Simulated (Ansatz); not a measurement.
# BFGeH₄O: small, medium and large basis sets

Aim: see how fast density functionals converge with the basis set for BFGeH₄O.

Program: Ansatz 0.2.0, Gaussian basis. Level of theory: one geometry, several basis sets. These are calculated values, not measurements.

Plan: PBE0-D4/def2-SVP; ωB97M-V/def2-SVP; PBE0-D4/def2-QZVPP; ωB97M-V/def2-QZVPP; the functionals' def2-TZVPP values are taken from earlier runs.

## Step 1: The geometry

The geometry comes from an earlier relaxation with PBE0-D4 in a triple-zeta def2 set; it is a stationary point, not always the lowest conformer.

SMILES `FB[O][GeH3]`, 8 atoms, charge 0, spin multiplicity 1.

Atoms are counted from 1 here; the program's logs count them from 0.

Bond lengths: F1–B2 1.328 Å, B2–O3 1.337 Å, B2–H5 1.202 Å, O3–Ge4 1.794 Å, Ge4–H6 1.535 Å, Ge4–H7 1.532 Å, Ge4–H8 1.532 Å. Angles: F1–B2–O3 118.4°, F1–B2–H5 117.9°, O3–B2–H5 123.7°, B2–O3–Ge4 127.1°, O3–Ge4–H6 108.4°, O3–Ge4–H7 105.8°, O3–Ge4–H8 105.8°, H6–Ge4–H7 112.2°, H6–Ge4–H8 112.2°, H7–Ge4–H8 112.1°.

## Step 2: PBE0-D4 in def2-SVP

File in.yaml:

```yaml
crystal:
  periodic: [false, false, false]
  atoms:
    - {symbol: F, position_ang: [2.430632, -0.608188, -1.252745]}
    - {symbol: B, position_ang: [1.456453, -0.009546, -0.577032]}
    - {symbol: O, position_ang: [0.291770, -0.651038, -0.436441]}
    - {symbol: Ge, position_ang: [-1.167964, -0.066565, 0.427699]}
    - {symbol: H, position_ang: [1.675117, 1.082287, -0.125475]}
    - {symbol: H, position_ang: [-0.871355, 1.330670, 0.989412]}
    - {symbol: H, position_ang: [-1.434252, -1.090459, 1.535217]}
    - {symbol: H, position_ang: [-2.288303, -0.044362, -0.616335]}
basis:
  gaussian: {orbitals: def2-SVP}
hamiltonian: {xc: pbe0, dispersion: d4}
output: {orbitals: {seedname: orbitals}}
```

On the command line:

```sh
ansatz run in.yaml --threads 2 --pin off --events-out ev --progress --plain --max-ram 4352MiB
```

The runs that follow: ωB97M-V in def2-SVP; PBE0-D4 in def2-QZVPP; ωB97M-V in def2-QZVPP.

**Question.** What will the summary of the whole plan be? Wanted: PBE0-D4: double and triple zeta above quadruple; ωB97M-V: double and triple zeta above quadruple.

As calculated:

| quantity | value |
| --- | --- |
| PBE0-D4: double and triple zeta above quadruple | 15.28, 1.54 eV |
| ωB97M-V: double and triple zeta above quadruple | 15.37, 1.49 eV |

**Reading.** PBE0-D4 gains 13.74 eV from double to triple zeta, then 1.54 eV more. Total energies overstate the basis error of differences, where much of it tends to cancel. The LUMO of ωB97M-V is positive and keeps falling with the basis (2.11 to 1.25 eV): an unbound level that the basis holds in place.
